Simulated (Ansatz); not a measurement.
Crystal: NbRu3C.

```
Ru Nb C
1.0
     4.06514    0.00000    0.00000
     0.00000    4.06514    0.00000
     0.00000    0.00000    4.06514
Ru Nb C
3 1 1
Direct
  0.50000 0.50000 0.00000
  0.50000 0.00000 0.50000
  0.00000 0.50000 0.50000
  0.00000 0.00000 0.00000
  0.50000 0.50000 0.50000
```

The cell comes from a database or a generator and needn't be the stable form of this composition.

Base run:

- Program: Ansatz 0.2.0
- Functional: PBE
- Potentials or basis: Ansatz PAW
- Cutoff: 420 eV
- Density cutoff: 1680 eV
- k mesh: 7 × 7 × 7
- Occupations: fermi-dirac, width 0.05 eV
- Spin: no spin polarisation

Its results: band gap on the k mesh none (metal or under the smearing width); pressure -3.4 GPa.

Question: The run is repeated on the same cell with these changes: functional from PBE to r2SCAN; cutoff from 420 eV to 500 eV; density cutoff from 1680 eV to 2000 eV. What comes out?

Answer: Band gap on the k mesh none (metal or under the smearing width); pressure -7.5 GPa.

Caveats: the density of states is complete only up to the lowest level of the last band computed; the PAW data sets come from PBE, with cores solved anew for the run's functional, which leaves a small shift of forces and pressure (some runs).

Not every run made on this cell is shown here.
